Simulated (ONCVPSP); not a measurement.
**Pseudopotential generation for zirconium: ONCV, PBEsol**

Aim: build the potential from the settings below, then test how well it stands in for the atom: other configurations, scattering, ghost states and the plane-wave cutoff that it needs.

The numbers are computed with ONCVPSP 4.0.1 (PBEsol, scalar-relativistic, spin-unpolarised reference atom).

### 1 Starting point

The settings as typed:

| Quantity | Value |
| --- | --- |
| element | zirconium (Zr, Z = 40) |
| type | optimised norm-conserving Vanderbilt (ONCV) |
| frozen core | [Kr] |
| valence charge | 4 |
| reference configuration | 4d2 5s2 |
| partial waves | 5s: rc 2.55 bohr, ncon 5, nbas 9, qcut 2.3 1/bohr, 3 projectors, debl 1.6 Ha; p scattering state at 0.45 Ha: rc 2.45 bohr, ncon 3, nbas 6, qcut 3.1 1/bohr, 2 projectors, debl 4 Ha; 4d: rc 1.75 bohr, ncon 4, nbas 8, qcut 6.4 1/bohr, 1 projector |
| local potential | polynomial inside 1.20 bohr (lpopt 5, dvloc0 0 Ha) |
| core correction | Teter function, fcfact 5.25, rcfact 1.25 |

### 2 The generation run

File Zr.dat:

```
# ATOM AND REFERENCE CONFIGURATION
# atsym  z   nc   nv     iexc    psfile
  Zr 40.00    8    2  -116133      upf
#
#   n    l    f
    1    0    2.00
    2    0    2.00
    2    1    6.00
    3    0    2.00
    3    1    6.00
    3    2   10.00
    4    0    2.00
    4    1    6.00
    4    2    2.00
    5    0    2.00
#
# PSEUDOPOTENTIAL AND OPTIMIZATION
# lmax
    2
#
#   l,   rc,      ep,       ncon, nbas, qcut
    0    2.55    0.00    5    9    2.30
    1    2.45    0.45    3    6    3.10
    2    1.75    0.00    4    8    6.40
#
# LOCAL POTENTIAL
# lloc, lpopt,  rc(5),   dvloc0
    4    5    1.20    0.00
#
# VANDERBILT-KLEINMAN-BYLANDER PROJECTORs
# l, nproj, debl
    0    3    1.60
    1    2    4.00
    2    1    2.10
#
# MODEL CORE CHARGE
# icmod, fcfact, rcfact
    3    5.25    1.25
#
# LOG DERIVATIVE ANALYSIS
# epsh1, epsh2, depsh
   -2.00    5.00    0.02
#
# OUTPUT GRID
# rlmax, drl
    6.00    0.01
#
# TEST CONFIGURATIONS
# ncnf
    4
# nvcnf
#   n    l    f
    2
    4    2    2.00
    5    0    1.00
#
    2
    4    2    2.00
    5    0    0.00
#
    2
    4    2    1.00
    5    0    0.00
#
    3
    4    2    2.00
    5    0    0.00
    5    1    2.00
#
```

The run is started by

```console
$ oncvpsp.x < Zr.dat > Zr.out
```

Q: Predict the outcome of this session. Wanted: cutoffs for 1 and 0.1 mHa per electron, occupied waves; bound ghosts; GHOST(+) flags; largest test error; largest phase difference near zero energy, channels read; rms error of d²Exc/dn², without and with the model core.

**Answer**, as computed:

```
                                                quantity                                        value
  cutoffs for 1 and 0.1 mHa per electron, occupied waves                              25 Ha and 34 Ha
                                            bound ghosts                               s at -60.13 eV
                                          GHOST(+) flags                       s at 64 eV, p at 34 eV
                            largest test error (AE − PS)  +178 meV, for 4d2 5s0 5p2 (1 test unsolved)
largest phase difference near zero energy, channels read                                    0.101 rad
 rms error of d²Exc/dn², without and with the model core                           13.43 and 5.25 mHa
```

It has a bound ghost (s), a state that the atom doesn't have, and that rules the file out. By total energies transferability is poor: the largest error is 178 meV on 6.3 eV, for 4d2 5s0 5p2. Of the tests 1 gave no usable energy difference, which is a warning in itself. The potential is of middling hardness: the looser tolerance needs 25 Ha. At the looser tolerance the 5s wave is the slowest; 4d needs 15 Ha. Of the channels read, p scatters worst near zero energy, by up to 0.10 rad. The program also flags highly localised states, GHOST(+) (s, p).
